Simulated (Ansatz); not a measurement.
# Bi3Sb2: the cost of one run

Method: DFT PBE, scalar-relativistic, plane waves, PAW, in Ansatz 0.2.0.

**1. The structure to begin with**

It takes space group P-3m1 (No. 164, trigonal). The conventional cell has a = 4.754 Å, b = 4.754 Å, c = 7.396 Å, α = 90.00°, β = 90.00°, γ = 120.00°. Sb (site symmetry 3m) has 7 Bi at 2.86 to 3.29 Å as nearest neighbours. Bi (site symmetry -3m) has 6 Sb at 3.29 Å as nearest neighbours. Bi (site symmetry 3m) has 4 Sb at 2.86 to 2.96 Å as nearest neighbours.

Coordinates:

```cif
data_structure
_symmetry_space_group_name_H-M 'P 1'
_symmetry_Int_Tables_number 1
_cell_length_a 4.7536
_cell_length_b 4.7536
_cell_length_c 7.3959
_cell_angle_alpha 90.000
_cell_angle_beta 90.000
_cell_angle_gamma 120.000
_cell_volume 144.73
loop_
_atom_site_label
_atom_site_type_symbol
_atom_site_fract_x
_atom_site_fract_y
_atom_site_fract_z
_atom_site_occupancy
Sb1 Sb 0.33333 0.66667 0.24500 1
Sb2 Sb 0.66667 0.33333 0.75500 1
Bi1 Bi 0.00000 0.00000 0.00000 1
Bi2 Bi 0.33333 0.66667 0.64500 1
Bi3 Bi 0.66667 0.33333 0.35500 1
```

(A quick probe on a coarse mesh, which set the mesh and smearing, is not shown.)

**3. A loose first relaxation**

The input, input.yaml:

```yaml
crystal:
  lattice:
    - [4.7536266801, 0.0, 0.0]
    - [-2.37681334, 4.116761465, 0.0]
    - [0.0, 0.0, 7.3958709515]
  atoms:
    - { symbol: Sb, position: [0.3333333333, 0.6666666667, 0.245] }
    - { symbol: Sb, position: [0.6666666667, 0.3333333333, 0.755] }
    - { symbol: Bi, position: [0.0, 0.0, 0.0] }
    - { symbol: Bi, position: [0.3333333333, 0.6666666667, 0.645] }
    - { symbol: Bi, position: [0.6666666667, 0.3333333333, 0.355] }
basis:
  ecutwfc: 420
kpoints:
  mp_grid: { grid: [6, 6, 4] }
hamiltonian:
  xc: pbe
scf:
  occupations: { method: gaussian, width: 0.1 }
  lower_state_search: "off"
output:
  forces: true
  stress: true
  eigenvalues: true
relax:
  adjacent_minimum: "off"
  f_tol: 0.04
  max_steps: 70
  cell: { stress_tol: 0.4 }
```

The run is started by

```
ansatz run input.yaml --threads 1 --pin off --max-ram 2560MiB --backend cpu --events-out ev --progress --plain --runs-dir out
```

**Question.** How long does this run take on 1 thread of Intel Xeon 6975P-C (Granite Rapids), shared host, and how much memory does it need?

About 31 s, with a peak of 0.54 GiB.
